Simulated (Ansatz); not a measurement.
**B2H6OSi: how energies converge with the basis set**

The task here is to estimate one member of a computed series from the others.

Method: one geometry, several basis sets; program: Ansatz 0.2.0, Gaussian basis.

The runs, in order: PBE0-D4/def2-SVP; ωB97M-V/def2-SVP; PBE0-D4/def2-QZVPP; ωB97M-V/def2-QZVPP; the functionals' def2-TZVPP values are taken from earlier runs.

### The geometry

The geometry comes from an earlier relaxation with PBE0-D4 in a triple-zeta def2 set; it is a stationary point, not always the lowest conformer.

SMILES `OBB[SiH3]`, 10 atoms, charge 0, spin multiplicity 1.

Atoms are counted from 1 here; the program's logs count them from 0.

Bond lengths: O1–B2 1.357 Å, O1–H5 0.960 Å, B2–B3 1.661 Å, B2–H6 1.215 Å, B3–Si4 2.012 Å, B3–H7 1.200 Å, Si4–H8 1.489 Å, Si4–H9 1.495 Å, Si4–H10 1.490 Å. Angles: B2–O1–H5 113.4°, O1–B2–B3 124.6°, O1–B2–H6 119.0°, B3–B2–H6 116.4°, B2–B3–Si4 123.2°, B2–B3–H7 121.2°, Si4–B3–H7 115.6°, B3–Si4–H8 114.8°, B3–Si4–H9 105.2°, B3–Si4–H10 112.9°, H8–Si4–H9 107.7°, H8–Si4–H10 108.1°, H9–Si4–H10 107.8°.

Geometry (Å):

```xyz
10
charge 0, multiplicity 1
O    -1.41143    0.93489   -1.68061
B    -0.73042    1.15832   -0.52846
B     0.69188    0.40854   -0.11306
Si    0.76480   -1.34607    0.86951
H    -2.22563    1.43968   -1.74693
H    -1.18933    1.93412    0.28614
H     1.75337    0.92438   -0.33145
H    -0.53625   -1.80052    1.43265
H     1.19291   -2.35017   -0.15166
H     1.77319   -1.35457    1.96668
```

The first run:

Contents of in.yaml:

```yaml
crystal:
  periodic: [false, false, false]
  atoms:
    - {symbol: O, position_ang: [-1.411429, 0.934889, -1.680607]}
    - {symbol: B, position_ang: [-0.730418, 1.158323, -0.528464]}
    - {symbol: B, position_ang: [0.691883, 0.408537, -0.113064]}
    - {symbol: Si, position_ang: [0.764805, -1.346075, 0.869510]}
    - {symbol: H, position_ang: [-2.225626, 1.439682, -1.746934]}
    - {symbol: H, position_ang: [-1.189331, 1.934122, 0.286136]}
    - {symbol: H, position_ang: [1.753371, 0.924384, -0.331453]}
    - {symbol: H, position_ang: [-0.536248, -1.800525, 1.432653]}
    - {symbol: H, position_ang: [1.192906, -2.350170, -0.151660]}
    - {symbol: H, position_ang: [1.773188, -1.354568, 1.966682]}
basis:
  gaussian: {orbitals: def2-SVP}
hamiltonian: {xc: pbe0, dispersion: d4}
output: {orbitals: {seedname: orbitals}}
```

The run is started by

```sh
> ansatz run in.yaml --threads 2 --pin off --events-out ev --progress --plain --max-ram 4352MiB
```

Among the steps run: PBE0-D4 in def2-SVP; ωB97M-V in def2-SVP; PBE0-D4 in def2-QZVPP; ωB97M-V in def2-QZVPP.

One of the session's tables, all rows but one given; the rest of the session is left out.

It belongs to the step «Functionals by basis». 

```
functional       basis  HOMO (eV)  LUMO (eV)
   PBE0-D4    def2-SVP      -7.63      -2.18
   PBE0-D4  def2-TZVPP      -7.69      -2.28
   PBE0-D4  def2-QZVPP      -7.70      -2.30
   ωB97M-V    def2-SVP          ?          ?
   ωB97M-V  def2-TZVPP      -9.87      -0.31
   ωB97M-V  def2-QZVPP      -9.89      -0.37
```

Q: Estimate the row for ωB97M-V, def2-SVP from the others.

The run gave: HOMO (eV): -9.79; LUMO (eV): -0.12. In the column «HOMO (eV)» it lies between ωB97M-V, def2-TZVPP (-9.87) and PBE0-D4, def2-QZVPP (-7.70).
